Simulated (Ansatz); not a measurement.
I need harmonic frequencies at the relaxed geometry of CH3F2Sb, SMILES [CH3][Sb]([F])[F]. Use Ansatz 0.2.0, Python API. Settings (for the species named): Hartree-Fock, def2-SVP basis, multiplicity 1.

```yaml
atoms:
  - { symbol: C, position_ang: [-0.2411, 0.7542, -0.2024] }
  - { symbol: Sb, position_ang: [-0.4157, -1.0693, 0.8731] }
  - { symbol: F, position_ang: [1.5044, -1.0067, 1.2907] }
  - { symbol: F, position_ang: [-0.0079, -2.1120, -0.7919] }
  - { symbol: H, position_ang: [-1.2087, 0.9288, -0.8348] }
  - { symbol: H, position_ang: [-0.1892, 1.6550, 0.5021] }
  - { symbol: H, position_ang: [0.6195, 0.7820, -0.8826] }
```

Script `ch3f2sb_freq.py`:
```python
"""Harmonic frequencies of CH3F2Sb at its relaxed geometry."""

import ansatz as az
from ase import Atoms
from ase.thermochemistry import IdealGasThermo
import numpy as np


def main() -> None:
    geometry_ang = [
        ("C", (-0.2411, 0.7542, -0.2024)),
        ("Sb", (-0.4157, -1.0693, 0.8731)),
        ("F", (1.5044, -1.0067, 1.2907)),
        ("F", (-0.0079, -2.112, -0.7919)),
        ("H", (-1.2087, 0.9288, -0.8348)),
        ("H", (-0.1892, 1.655, 0.5021)),
        ("H", (0.6195, 0.782, -0.8826)),
    ]
    mol = az.Crystal.molecule()
    for symbol, xyz in geometry_ang:
        mol = mol.atom(symbol, xyz)

    setup = (
        mol.calculation()
        .basis(gaussian="def2-SVP")
        .functional("hf")
        .scf(lower_state_search="light")
    )
    symbols = [site.symbol for site in mol.cartesian_sites]
    start = np.array([site.position_ang for site in mol.cartesian_sites], dtype=float)
    data = setup.relax(force_tolerance=0.003).run(threads=1, backend="cpu").report
    end = np.array(data["positions_ang"])

    print("final positions (A) and the move of each atom")
    for symbol, xyz, old in zip(symbols, end, start):
        print(f"{symbol:2s} {xyz[0]:10.5f} {xyz[1]:10.5f} {xyz[2]:10.5f}   {np.linalg.norm(xyz - old):7.4f}")

    # frequencies need a stationary point, so they are taken at the relaxed geometry
    minimum = az.Crystal.molecule()
    for symbol, place in zip(symbols, end):
        minimum = minimum.atom(symbol, place.tolist())
    vibrating = (
        minimum.calculation()
        .basis(gaussian="def2-SVP")
        .functional("hf")
        .scf(lower_state_search="light")
        .phonons(temperatures=(100, 500, 100))
    )
    vib = vibrating.run(threads=1, backend="cpu").report["vibrations"]
    sums = vib["harmonic_sums"]
    modes = [m["omega_inv_cm"] for m in sums["modes_at_gamma"] if m["rigid_motion"] == "no"]
    print("frequencies (1/cm):", " ".join(f"{w:.0f}" for w in modes))
    print("imaginary modes:", sum(w < 0 for w in modes), " zero-point energy:", round(sums["zero_point_energy_ev"], 4), "eV")
    # rigid rotor and ideal gas, symmetry number taken as one
    gas = IdealGasThermo(vib_energies=[w / 8065.544 for w in modes if w > 0], geometry="linear" if len(modes) == 3 * len(symbols) - 5 else "nonlinear",
                         atoms=Atoms(symbols, positions=end), symmetrynumber=1, spin=0.0)
    print(f"H(298 K) - E = {gas.get_enthalpy(298.15, verbose=False):.4f} eV")
    print(f"S(298 K, 1 bar) = {96485.33 * gas.get_entropy(298.15, 1e5, verbose=False):.1f} J/(mol K) with symmetry number 1")


if __name__ == "__main__":
    main()
```

```console
$ python ch3f2sb_freq.py
final positions (A) and the move of each atom
C    -0.27467    0.79192   -0.21823    0.0529
Sb   -0.35110   -1.07419    0.82169    0.0827
F     1.49653   -1.00467    1.31122    0.0221
F    -0.04590   -2.09795   -0.76482    0.0487
H    -1.17120    0.92221   -0.82553    0.0392
H    -0.19704    1.61653    0.49137    0.0407
H     0.60467    0.77813   -0.86150    0.0261
frequencies (1/cm): 76 185 202 240 560 669 681 821 830 1358 1545 1545 3184 3293 3311
imaginary modes: 0  zero-point energy: 1.1468 eV
H(298 K) - E = 1.3316 eV
S(298 K, 1 bar) = 331.9 J/(mol K) with symmetry number 1
```

Caveats:
- The settings weren't tested for convergence.
- The frequencies are harmonic and unscaled, in a modest basis.
- def2 sets replace the cores of elements past krypton by effective core potentials.
- The entropy takes a symmetry number of 1; a symmetric molecule's is lower by R ln(sigma).
- The whole script took 65 s on 1 thread of AMD EPYC 9B14 (Zen 4), with other jobs on the host, peak memory 0.29 GiB.
